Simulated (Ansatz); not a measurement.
# SnGe7: the cost of one run

Program: Ansatz 0.2.0. Level of theory: DFT LDA, scalar-relativistic, plane waves, PAW. These are calculated values, not measurements.

### Step 1. The system as given

Symmetry: P1, No. 1, triclinic system. The conventional cell has a = 9.907 Å, b = 9.907 Å, c = 9.907 Å, α = 109.47°, β = 109.47°, γ = 109.47°. Ge (site symmetry 1) is surrounded by 3 Ge at 2.48 Å and 1 Sn at 2.48 Å. Ge (site symmetry 1) is surrounded by 2 Sn at 2.48 Å and 2 Ge at 2.48 Å. Sn (site symmetry 1) has 4 Ge at 2.48 Å as nearest neighbours. Ge (site symmetry 1) is surrounded by 1 Sn at 2.48 Å and 3 Ge at 2.48 Å. Around Ge (site symmetry 1) lie 4 Ge at 2.48 Å. Only part of the 32 independent sites is listed.

As a file:

```xyz
32
Lattice="-5.7200 5.7200 5.7200 5.7200 -5.7200 5.7200 5.7200 5.7200 -5.7200" Properties=species:S:1:pos:R:3 pbc="T T T"
Ge    0.0000    0.0000    0.0000
Ge    4.2900    4.2900   -4.2900
Ge    4.2900    1.4300   -1.4300
Sn    5.7200    2.8600   -2.8600
Ge    4.2900   -1.4300    1.4300
Sn    5.7200    0.0000    0.0000
Ge    4.2900   -4.2900    4.2900
Ge    5.7200   -2.8600    2.8600
Ge    1.4300    4.2900   -1.4300
Ge    2.8600    5.7200   -2.8600
Sn    1.4300    1.4300    1.4300
Ge    2.8600    2.8600    0.0000
Ge    1.4300   -1.4300    4.2900
Ge    2.8600    0.0000    2.8600
Ge    2.8600   -2.8600    5.7200
Ge    7.1500    1.4300    1.4300
Ge   -1.4300    4.2900    1.4300
Ge    0.0000    5.7200    0.0000
Ge   -1.4300    1.4300    4.2900
Ge    0.0000    2.8600    2.8600
Ge    0.0000    0.0000    5.7200
Ge    4.2900    4.2900    1.4300
Ge    4.2900    1.4300    4.2900
Sn    5.7200    2.8600    2.8600
Ge   -4.2900    4.2900    4.2900
Ge   -2.8600    5.7200    2.8600
Ge   -2.8600    2.8600    5.7200
Ge    1.4300    7.1500    1.4300
Ge    1.4300    4.2900    4.2900
Ge    2.8600    5.7200    2.8600
Ge    1.4300    1.4300    7.1500
Ge    2.8600    2.8600    5.7200
```

### Step 2. Relaxing cell and atoms: SnGe7, no spin

File input.yaml:

```yaml
crystal:
  lattice:
    - [-5.72, 5.72, 5.72]
    - [5.72, -5.72, 5.72]
    - [5.72, 5.72, -5.72]
  atoms:
    - { symbol: Ge, position: [0.0, 0.0, 0.0] }
    - { symbol: Ge, position: [0.0, 0.0, 0.75] }
    - { symbol: Ge, position: [0.0, 0.25, 0.5] }
    - { symbol: Sn, position: [0.0, 0.25, 0.75] }
    - { symbol: Ge, position: [0.0, 0.5, 0.25] }
    - { symbol: Sn, position: [0.0, 0.5, 0.5] }
    - { symbol: Ge, position: [0.0, 0.75, 0.0] }
    - { symbol: Ge, position: [0.0, 0.75, 0.25] }
    - { symbol: Ge, position: [0.25, 0.0, 0.5] }
    - { symbol: Ge, position: [0.25, 0.0, 0.75] }
    - { symbol: Sn, position: [0.25, 0.25, 0.25] }
    - { symbol: Ge, position: [0.25, 0.25, 0.5] }
    - { symbol: Ge, position: [0.25, 0.5, 0.0] }
    - { symbol: Ge, position: [0.25, 0.5, 0.25] }
    - { symbol: Ge, position: [0.25, 0.75, 0.0] }
    - { symbol: Ge, position: [0.25, 0.75, 0.75] }
    - { symbol: Ge, position: [0.5, 0.0, 0.25] }
    - { symbol: Ge, position: [0.5, 0.0, 0.5] }
    - { symbol: Ge, position: [0.5, 0.25, 0.0] }
    - { symbol: Ge, position: [0.5, 0.25, 0.25] }
    - { symbol: Ge, position: [0.5, 0.5, 0.0] }
    - { symbol: Ge, position: [0.5, 0.5, 0.75] }
    - { symbol: Ge, position: [0.5, 0.75, 0.5] }
    - { symbol: Sn, position: [0.5, 0.75, 0.75] }
    - { symbol: Ge, position: [0.75, 0.0, 0.0] }
    - { symbol: Ge, position: [0.75, 0.0, 0.25] }
    - { symbol: Ge, position: [0.75, 0.25, 0.0] }
    - { symbol: Ge, position: [0.75, 0.25, 0.75] }
    - { symbol: Ge, position: [0.75, 0.5, 0.5] }
    - { symbol: Ge, position: [0.75, 0.5, 0.75] }
    - { symbol: Ge, position: [0.75, 0.75, 0.25] }
    - { symbol: Ge, position: [0.75, 0.75, 0.5] }
scf:
  occupations: { method: gaussian, width: 0.01 }
output:
  forces: true
  stress: true
hamiltonian:
  xc: lda
kpoints:
  mp_grid: { grid: [3, 3, 3], shift: [0.5, 0.5, 0.5] }
relax:
  f_tol: 0.002
  cell: { stress_tol: 0.03 }
```

Launch:

```
ansatz run input.yaml --threads 8 --pin off --max-ram 12288MiB --backend cpu --events-out ev --progress --plain --runs-dir out
```

Q: Estimate wall time and peak memory on 8 threads of Intel Xeon Platinum 8488C (Sapphire Rapids), shared host.

About 3.5 min, with a peak of 7.3 GiB.
